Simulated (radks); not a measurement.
# The series with 9 electrons, F to Cu²⁰⁺

One table from this session's results is given with a row withheld; the runs are named, their logs left out.

The numbers are computed with radks (a radial shooting solver on a logarithmic mesh, Libxc functionals) version 1 (Dirac Kohn-Sham, LDA (Slater exchange, Perdew-Wang correlation), spin-unpolarised, spherical densities, finite nucleus; open shells are shared between the two j in proportion to 2j + 1), except any that are marked as measured or tabulated.

### The system

* electrons: 9
* ions: F, Ne⁺, Mg³⁺, Al⁴⁺, Si⁵⁺, P⁶⁺, S⁷⁺, Cl⁸⁺, Ar⁹⁺, K¹⁰⁺, Ca¹¹⁺, Sc¹²⁺, Ti¹³⁺, V¹⁴⁺, Cr¹⁵⁺, Mn¹⁶⁺, Fe¹⁷⁺, Co¹⁸⁺, Ni¹⁹⁺, Cu²⁰⁺
* configuration: [He] 2s2 2p5

Outer shells as boxes (Hund's rule):

[He] 2s2 2p5
```
[He] core
2s [↑↓]
2p [↑↓][↑↓][↑ ]
```

Set-up of the first run:

Input:

```text
Z 9
configuration [He] 2s2 2p5
relativity Dirac
functional lda,pw
spin unpolarised
j_filling average
nucleus finite rms 2.8976 fm
c 137.035999084
```

Steps of the session up to this table: F.

One table of the session follows, with a row left open; its other results are not shown here.

Sizes of the orbitals, from the radial functions (bohr):

```
level     <r>  outermost maximum (interpolated)  90 % within
1s1/2  0.1772                             0.115        0.317
2s1/2       ?                                 ?            ?
2p1/2   1.103                             0.702         1.95
2p3/2   1.105                             0.703         1.95
```

**Question.** Estimate the row for 2s1/2.

The run gave: <r>: 1.010; outermost maximum (interpolated): 0.767; 90 % within: 1.63. In the column «<r>» it lies between 1s1/2 (0.1772) and 2p1/2 (1.103).
